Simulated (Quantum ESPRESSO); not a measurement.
Set up this calculation in Quantum ESPRESSO 7.5, as the native input.

```
Task                       : work function
Functional                 : PBE
Potentials or basis        : PseudoDojo 0.4.1 SR PBE standard
Cutoff                     : 1143 eV
Density cutoff             : 4572 eV
k mesh                     : 8 × 8 × 1
Occupations                : fermi-dirac, width 0.05 eV
Spin                       : no spin polarisation
Boundary across the vacuum : none
Mixing mode                : local-TF
Mixing beta                : 0.3
Most SCF iterations        : 150
SCF threshold              : 2e-09 Ry
```

TaAs, a sheet with vacuum:

```
Ta As
1.0
     3.32586    0.00000    0.00000
     0.00000    3.32586    0.00000
     0.00000    0.00000   25.74029
Ta As
1 1
Direct
  0.00000 0.00000 0.27178
  0.50000 0.50000 0.31096
```

The cell was built by a generator and needn't be a form met in nature.

The input as run:

pw.in

```
&CONTROL
  calculation = 'scf'
  prefix = 'pwscf'
  outdir = './tmp'
  pseudo_dir = './pseudo'
  tprnfor = .true.
  disk_io = 'low'
/
&SYSTEM
  ibrav = 0
  celldm(1) = 8
  nat = 2
  ntyp = 2
  ecutwfc = 84
  nbnd = 21
  occupations = 'smearing'
  smearing = 'fd'
  degauss = 0.00367493
/
&ELECTRONS
  conv_thr = 2d-09
  electron_maxstep = 150
  mixing_beta = 0.3
  mixing_mode = 'local-TF'
/
ATOMIC_SPECIES
Ta   180.9479 Ta.upf
As    74.9216 As.upf
CELL_PARAMETERS alat
  0.7856205661060   0.0000000000000  -0.0000000000000
  0.0000000000000   0.7856205661060   0.0000000000000
 -0.0000000000000   0.0000000000000   6.0802623085554
ATOMIC_POSITIONS crystal
Ta     0.0000000000    0.0000000000    0.2717800000
As     0.5000000000    0.5000000000    0.3109600000
K_POINTS automatic
8 8 1 0 0 0
```

pp_density.in

```
&INPUTPP
  prefix = 'pwscf'
  outdir = './tmp'
  filplot = 'density.dat'
  plot_num = 0
/
&PLOT
  nfile = 1
  filepp(1) = 'density.dat'
  iflag = 3
  output_format = 6
  fileout = 'density.cube'
/
```

pp_potential.in

```
&INPUTPP
  prefix = 'pwscf'
  outdir = './tmp'
  filplot = 'potential.dat'
  plot_num = 11
/
&PLOT
  nfile = 1
  filepp(1) = 'potential.dat'
  iflag = 3
  output_format = 6
  fileout = 'potential.cube'
/
```

pp_elf.in

```
&INPUTPP
  prefix = 'pwscf'
  outdir = './tmp'
  filplot = 'elf.dat'
  plot_num = 8
/
&PLOT
  nfile = 1
  filepp(1) = 'elf.dat'
  iflag = 3
  output_format = 6
  fileout = 'elf.cube'
/
```

Potentials or basis: PseudoDojo 0.4.1 SR PBE standard.

The run is started by

```bash
$ OMP_NUM_THREADS=1 mpirun -n 2 pw.x -nk 2 -in pw.in > pw.out
$ OMP_NUM_THREADS=1 mpirun -n 1 pp.x -in pp_density.in > pp_density.out
$ OMP_NUM_THREADS=1 mpirun -n 1 pp.x -in pp_potential.in > pp_potential.out
$ OMP_NUM_THREADS=1 mpirun -n 1 pp.x -in pp_elf.in > pp_elf.out
```

It gave:

- Largest force: 0.023 eV/Å
- Band gap on the k mesh: none (metal or under the smearing width)
- Work function of the upper face: 4.61 eV
- Work function of the lower face: 4.57 eV

Wall time 98 s on 2 MPI ranks on Intel(R) Xeon(R) 6975P-C (Granite Rapids), with other jobs on the host, peak memory 0.78 GiB a rank.
